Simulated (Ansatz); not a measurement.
# Beryllium, A15 under LDA: relaxation and energy

Aim: take beryllium in the A15 structure, relax it, then solve it on a dense k-mesh. Spin polarisation is left out. The k-meshes are 6×6×6 for the relaxation; 9×9×9 for the dense run.

Program: Ansatz 0.2.0. Level of theory: DFT LDA (PW92), plane waves (420 eV) with PAW, scalar-relativistic; PBE-made PAW files. These are calculated values, not measurements.

### 1 The starting structure

The structure is cubic, space group Pm-3n (No. 223). The conventional cell has a = 4.019 Å, b = 4.019 Å, c = 4.019 Å, α = 90.00°, β = 90.00°, γ = 90.00°. Around Be (site symmetry m-3) lie 12 Be at 2.25 Å. Be (site symmetry -4m2) is surrounded by 6 Be at 2.01 to 2.25 Å.

As a file:

```
Be
1.0
     4.01869    0.00000    0.00000
     0.00000    4.01869    0.00000
     0.00000    0.00000    4.01869
Be
8
Direct
  0.00000 0.00000 0.00000
  0.50000 0.50000 0.50000
  0.25000 0.00000 0.50000
  0.75000 0.00000 0.50000
  0.50000 0.25000 0.00000
  0.50000 0.75000 0.00000
  0.00000 0.50000 0.25000
  0.00000 0.50000 0.75000
```

### 2 Relaxation of the cell

input.yaml reads:

```yaml
crystal:
  lattice:
    - [4.0186902025, 0.0, 0.0]
    - [0.0, 4.0186902025, 0.0]
    - [0.0, 0.0, 4.0186902025]
  atoms:
    - { symbol: Be, position: [0.0, 0.0, 0.0] }
    - { symbol: Be, position: [0.5, 0.5, 0.5] }
    - { symbol: Be, position: [0.25, 0.0, 0.5] }
    - { symbol: Be, position: [0.75, 0.0, 0.5] }
    - { symbol: Be, position: [0.5, 0.25, 0.0] }
    - { symbol: Be, position: [0.5, 0.75, 0.0] }
    - { symbol: Be, position: [0.0, 0.5, 0.25] }
    - { symbol: Be, position: [0.0, 0.5, 0.75] }
hamiltonian:
  xc: lda
  pseudopotentials:
    kind: paw
    azcp:
      Be: "pseudopotentials/Be.paw.azcp"
basis:
  ecutwfc: 420
  fft_grid_basis: typed
kpoints:
  mp_grid: { grid: [6, 6, 6], shift: [0, 0, 0] }
magnetization:
  spin_polarized: false
scf:
  occupations: { method: fermi_dirac, width: 0.1 }
relax:
  max_steps: 60
  f_tol: 0.01
  cell: {}
```

After this run come: Single point on a dense mesh.

Q: Predict the outcome of this session. Wanted: space group; conventional cell; volume; shortest distance; gap on the mesh; relative to hcp.

As calculated:

| quantity | value |
| --- | --- |
| space group (spins left aside) | Pm-3n (No. 223) |
| conventional cell | a = 3.948 Å |
| volume | 7.695 Å³/atom |
| shortest distance | 1.974 Å |
| gap on the mesh | none (levels filled in part) |
| relative to hcp | +109 meV/atom |

**Reading.** From the guessed start the volume shrank by 5.1 % in 5 steps. Against the reference form of beryllium (hcp, computed apart with the same settings) it stands 109 meV/atom higher. No gap shows: it is a metal or semimetal at this level. Relaxation kept the symmetry; phonons were not checked.
